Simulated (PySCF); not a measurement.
# MoO₂F: doublet, from a trigonal planar start

Aim: relax MoO₂F as a doublet from a trigonal planar start, check by its vibrations whether the end is a minimum, and collect its spectrum and constants.

Computed with PySCF 2.14.0. Level: PBE0, basis Mo def2-TZVP with ECP28, O def2-TZVP, F def2-TZVP, scalar-relativistic core potentials, no spin–orbit coupling, density fitting.

**1. Where the work starts**

4 atoms, charge 0, spin multiplicity 2.

Bond lengths: Mo1–O2 1.780 Å, Mo1–O3 1.780 Å, Mo1–F4 2.020 Å. Angles: O2–Mo1–O3 120.0°, O2–Mo1–F4 120.0°, O3–Mo1–F4 120.0°.

Coordinates in bohr (charge 0 multiplicity 2):
```
Mo    0.0000    0.0000    0.0000
O    -1.6819    2.9130    0.0000
O    -1.6819   -2.9130    0.0000
F     3.8172    0.0000    0.0000
```

**2. First SCF at the start**

One driver script runs all steps and calls PySCF; scf.py shows how it sets up the SCF of each step. The optimiser is the driver's own. After this first run the driver tries any further starts and a stability analysis.

File scf.py:

```python
from pyscf import gto, scf, dft
mol = gto.M(atom='''
Mo     0.000000     0.000000     0.000000
O     -0.890000     1.541500     0.000000
O     -0.890000    -1.541500     0.000000
F      2.020000     0.000000     0.000000''',
    basis={'Mo': 'def2-TZVP', 'O': 'def2-TZVP', 'F': 'def2-TZVP'},
    ecp={'Mo': 'def2-TZVP'},
    charge=0, spin=1)
mf = dft.UKS(mol, xc='PBE0')
mf.grids.atom_grid = (50, 194)
aux = {'Mo': 'def2-universal-JKFIT', 'O': 'def2-universal-JKFIT', 'F': 'def2-universal-JKFIT'}
mf = mf.density_fit(auxbasis=aux)
mf.conv_tol = 1e-08
mf.diis_space = 10
mf.max_cycle = 60
mf.init_guess = 'minao'
mf.verbose = 4
mf.kernel()
```

The run is started by

```sh
> OMP_NUM_THREADS=4 python axn.py task.json out
```

The runs that follow: Relaxation: trigonal planar start, doublet; Vibrations and properties at this point; Downhill along the imaginary mode; Hessian and properties.

Q: Predict the outcome of this session. Wanted: minimum; geometry; wavenumbers; dipole moment; highest occupied, lowest empty level; polar-tensor charge of Mo1; zero-point energy; atomisation energy; ⟨S²⟩.

The runs gave:

```
                                          quantity                                                               value
                                           minimum                                                         doublet, Cs
                                          geometry  Mo–F 1.854 Å, Mo–O 1.673 Å (×2); F–Mo–O 118.4° (×2), O–Mo–O 110.2°
                                wavenumbers (cm⁻¹)      154 (a'), 220 (a''), 349 (a'), 698 (a'), 1026 (a''), 1071 (a')
                                     dipole moment                                                              2.08 D
highest occupied, lowest empty level (either spin)                                                     -7.65, -3.78 eV
                        polar-tensor charge of Mo1                                                             +2.02 e
                                 zero-point energy                                                         21.0 kJ/mol
                               entropy at 298.15 K                                                     308.5 J/(mol K)
         atomisation energy (no zero-point energy)                                                         1648 kJ/mol
                                              ⟨S²⟩                                                               0.758
```

**Reading.** The trigonal planar start (C2v) ends in a minimum of Cs symmetry, after a stop at a saddle point 5.2 kJ/mol higher, from which it was pushed off along an imaginary mode. In the infrared the band at 1026 cm⁻¹ (a'', stretch) leads. Most of the spin sits on Mo1 (Mulliken spin 1.04, against 1 for the whole molecule). The first SCF alone would have been 81 kJ/mol too high. Only this shape and spin were tried, so other structures or states may lie lower. One determinant may miss the lowest occupation of an open d or f shell.
